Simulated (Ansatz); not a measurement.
# ZrSi4Pd: the cost of one run

Computed with Ansatz 0.2.0 (DFT PBE, scalar-relativistic, plane waves, PAW, unless a step's input says otherwise).

**1. The starting structure**

The structure is hexagonal, space group P6/mmm (No. 191). The conventional cell has a = 3.792 Å, b = 3.792 Å, c = 7.369 Å, α = 90.00°, β = 90.00°, γ = 120.00°. Zr (site symmetry 6/mmm) has 2 Si at 1.70 Å as nearest neighbours. Around Si (site symmetry -6m2) lie 3 Si at 2.19 Å and 3 Pd at 2.19 Å. Around Si (site symmetry 6mm) lie 1 Zr at 1.70 Å and 1 Pd at 1.99 Å. Pd (site symmetry 6/mmm) has 8 Si at 1.99 to 2.19 Å as nearest neighbours.

As a file:

```
Zr Si Pd
1.0
     3.79249    0.00000    0.00000
    -1.89624    3.28439    0.00000
     0.00000    0.00000    7.36930
Zr Si Pd
1 4 1
Cartesian
  0.0000 0.0000 3.6847
  0.0000 2.1896 0.0000
  1.8962 1.0948 0.0000
  0.0000 0.0000 5.3839
  0.0000 0.0000 1.9854
  0.0000 0.0000 0.0000
```

A structure generator made this guess: random cell by space group and Wyckoff sites (P6/mmm, No. 191). Lengths come from tabulated atomic sizes and are only a guess.

**2. The guess as it stands, on a coarse mesh**

Contents of input.yaml:

```yaml
crystal:
  lattice:
    - [3.79248947, 0.0, 0.0]
    - [-1.89624474, 3.28439222, 0.0]
    - [0.0, 0.0, 7.36930004]
  atoms:
    - { symbol: Zr, position: [0.0, 0.0, 0.5] }
    - { symbol: Si, position: [0.33333333, 0.66666667, 0.0] }
    - { symbol: Si, position: [0.66666667, 0.33333333, 0.0] }
    - { symbol: Si, position: [0.0, 0.0, 0.73058067] }
    - { symbol: Si, position: [0.0, 0.0, 0.26941933] }
    - { symbol: Pd, position: [0.0, 0.0, 0.0] }
basis:
  ecutwfc: 420
kpoints:
  mp_grid: { grid: [6, 6, 4] }
hamiltonian:
  xc: pbe
scf:
  occupations: { method: gaussian, width: 0.1 }
  lower_state_search: "off"
output:
  forces: true
  stress: true
  eigenvalues: true
```

On the command line:

```console
$ ansatz run input.yaml --threads 1 --pin off --max-ram 2560MiB --backend cpu --events-out ev --progress --plain --runs-dir out
```

Q: Estimate wall time and peak memory on 1 thread of Intel Xeon 6975P-C (Granite Rapids), shared host.

About 2 s, with a peak of 0.41 GiB.
